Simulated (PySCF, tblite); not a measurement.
# C₄H₁₀AlNO: geometry, infrared bands and NMR shifts

What infrared bands and NMR shifts should C₄H₁₀AlNO (`C=C[N](C)[AlH][O]C`) show?

Computed with tblite 0.8.0 and PySCF 2.14.0, with density-fitted response routines of our own, on a single molecule in the gas phase. Atoms are numbered from 0 throughout.

**1. The starting structure**

17 atoms, charge 0, multiplicity 1; geometry from: force field or distance geometry start.

Bonds of the start (Å): C0–C1 1.33, C1–N2 1.44, N2–C3 1.44, N2–Al4 1.92, Al4–O5 1.84, O5–C6 1.40, C0–H7 1.08, C0–H8 1.09, C1–H9 1.09, C3–H10 1.13, C3–H11 1.09, C3–H12 1.13, Al4–H13 1.58, C6–H14 1.12, C6–H15 1.10, C6–H16 1.11.

**2. Optimising the geometry with GFN2-xTB**

Job settings and geometry (Å):

```
{"job": {"kind": "relax", "xc": "GFN2-xTB", "basis": "xTB"}, "charge": 0, "multiplicity": 1}
C     -2.943800     0.847100    -0.452400
C     -1.634100     0.988800    -0.268300
N     -0.823300    -0.083200     0.255400
C     -1.340800    -1.415000     0.455700
Al     1.006300     0.328000     0.676400
O      2.365800    -0.878100     0.380800
C      3.451600    -0.102100    -0.051700
H     -3.510700     1.682900    -0.834700
H     -3.432500    -0.100200    -0.211800
H     -1.196300     1.960600    -0.511900
H     -0.525500    -2.075700     0.887000
H     -1.693800    -1.898700    -0.459500
H     -2.148100    -1.331600     1.247300
H      1.390300     1.716600     1.323800
H      3.268100     0.084900    -1.138000
H      4.418000    -0.584700     0.162400
H      3.341700     0.872600     0.477900
```

On the command line:

```
OMP_NUM_THREADS=1 python probes_run.py task.json out
```

This one command runs all jobs of the session in turn.

**Question.** This job is followed by: GFN2-xTB harmonic vibrations, gas phase; GIAO PBE0/pcSseg-1 NMR shielding, non-relativistic, gas phase. Predict these results of the whole session: strongest single infrared mode (GFN2-xTB); zero-point energy (GFN2-xTB); 13C shifts against TMS (PBE0/pcSseg-1); 1H shifts against TMS (PBE0/pcSseg-1, means over atoms taken as alike); 15N shifts against NH3 (PBE0/pcSseg-1); 27Al shifts against AlH4- (PBE0/pcSseg-1); 17O shifts against H2O (PBE0/pcSseg-1).

The runs gave:

```
                                                              quantity                                   value
                             strongest single infrared mode (GFN2-xTB)                   1220 cm⁻¹, 331 km/mol
                                          zero-point energy (GFN2-xTB)                           83.0 kcal/mol
                                13C shifts against TMS (PBE0/pcSseg-1)             146.9, 84.5, 57.1, 34.2 ppm
1H shifts against TMS (PBE0/pcSseg-1, means over atoms taken as alike)  6.83, 4.33, 3.97, 3.93, 3.82, 2.90 ppm
                                15N shifts against NH3 (PBE0/pcSseg-1)                               116.3 ppm
                             27Al shifts against AlH4- (PBE0/pcSseg-1)                                44.5 ppm
                                17O shifts against H2O (PBE0/pcSseg-1)                                24.8 ppm
```

Relaxing lowered the energy by 1.479 eV in 146 steps; the close pair that moved most is Al4–O5, from 1.841 to 1.643 Å. The lowest mode is slightly imaginary (15i cm⁻¹), a soft motion within the noise of the Hessian, so the minimum is not strictly shown. The strongest single mode, at 1220 cm⁻¹, moves mainly O5 and C6. Unscaled tight-binding wavenumbers are off by several per cent, some by more. Its intensities can rank the bands wrongly. The most deshielded carbon is C1 (alkene carbon bearing nitrogen), at 146.9 ppm: an sp2 carbon further deshielded by the attached heteroatom. H9 (hydrogen on an alkene carbon bearing nitrogen) lies farthest downfield among hydrogen, at 6.83 ppm; olefinic region. At PBE0/pcSseg-1: The widest tensor belongs to C1: span 223 ppm, with a paramagnetic part of -212 ppm.
